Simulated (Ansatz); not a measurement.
# Ag: the cost of one run

Program: Ansatz 0.2.0. Level of theory: DFT PBEsol, scalar-relativistic, plane waves, PAW. These are calculated values, not measurements.

### Step 1. The system as given

The structure is cubic, space group Fm-3m (No. 225). The conventional cell has a = 4.086 Å, b = 4.086 Å, c = 4.086 Å, α = 90.00°, β = 90.00°, γ = 90.00°. Ag (site symmetry m-3m) has 12 Ag at 2.89 Å in its first shell of neighbours.

Structure file:

```cif
data_structure
_symmetry_space_group_name_H-M 'P 1'
_symmetry_Int_Tables_number 1
_cell_length_a 5.7788
_cell_length_b 5.7788
_cell_length_c 5.7788
_cell_angle_alpha 60.000
_cell_angle_beta 60.000
_cell_angle_gamma 60.000
_cell_volume 136.45
loop_
_atom_site_label
_atom_site_type_symbol
_atom_site_fract_x
_atom_site_fract_y
_atom_site_fract_z
_atom_site_occupancy
Ag1 Ag 0.50000 0.00000 0.00000 1
Ag2 Ag 0.00000 0.00000 0.00000 1
Ag3 Ag 0.50000 0.50000 0.00000 1
Ag4 Ag 0.00000 0.50000 0.00000 1
Ag5 Ag 0.50000 0.00000 0.50000 1
Ag6 Ag 0.00000 0.00000 0.50000 1
Ag7 Ag 0.50000 0.50000 0.50000 1
Ag8 Ag 0.00000 0.50000 0.50000 1
```

The cell is taken as given, not relaxed at this level.

### Step 2. The reference cell

The cell is repeated 8 times, 8 atoms in all. Reference values: F = -60177.9823 eV; pressure -2.62 GPa; largest force 0.000 eV/Å; gap on the mesh none (metal). It was computed beforehand with the settings of the runs below.

### Step 3. Setting up rattled cells

All atoms are moved at random with no net shift, in some cells together with a random strain.

### Step 4. rms move = 0.241 Å

The input, input.yaml:

```yaml
crystal:
  lattice:
    - [-4.1147197352, -4.1142236731, -0.0645724218]
    - [-0.0105411524, -4.039110099, 4.045875162]
    - [-4.0651334907, 0.0149861772, 4.0714024916]
  atoms:
    - { symbol: Ag, position: [0.5537572873, 0.0347594347, -0.0738351348] }
    - { symbol: Ag, position: [0.0247615123, 0.0194313273, -0.0187076932] }
    - { symbol: Ag, position: [0.4660084014, 0.5298050918, 0.016442365] }
    - { symbol: Ag, position: [-0.030737966, 0.4933973656, 0.0183062133] }
    - { symbol: Ag, position: [0.4859945335, -0.0198825798, 0.5435703244] }
    - { symbol: Ag, position: [0.0015639845, -0.0304143456, 0.5289399673] }
    - { symbol: Ag, position: [0.4980529644, 0.486418523, 0.532332019] }
    - { symbol: Ag, position: [0.0005992825, 0.486485183, 0.4529519392] }
basis:
  ecutwfc: 420
kpoints:
  mp_grid: { grid: [10, 10, 10] }
hamiltonian:
  xc: pbesol
scf:
  occupations: { method: gaussian, width: 0.15 }
output:
  forces: true
  stress: true
  eigenvalues: true
  write_density: true
  write_potential: true
  elf: true
  volumetric_format: npy
```

The run is started by

```
$ ansatz run input.yaml --threads 2 --pin off --max-ram 5120MiB --backend cpu --events-out ev --progress --plain --runs-dir out
```

**Question.** How long does this run take on 2 threads of Arm Neoverse V1, shared host, and how much memory does it need?

About 7.7 min, with a peak of 3.6 GiB.
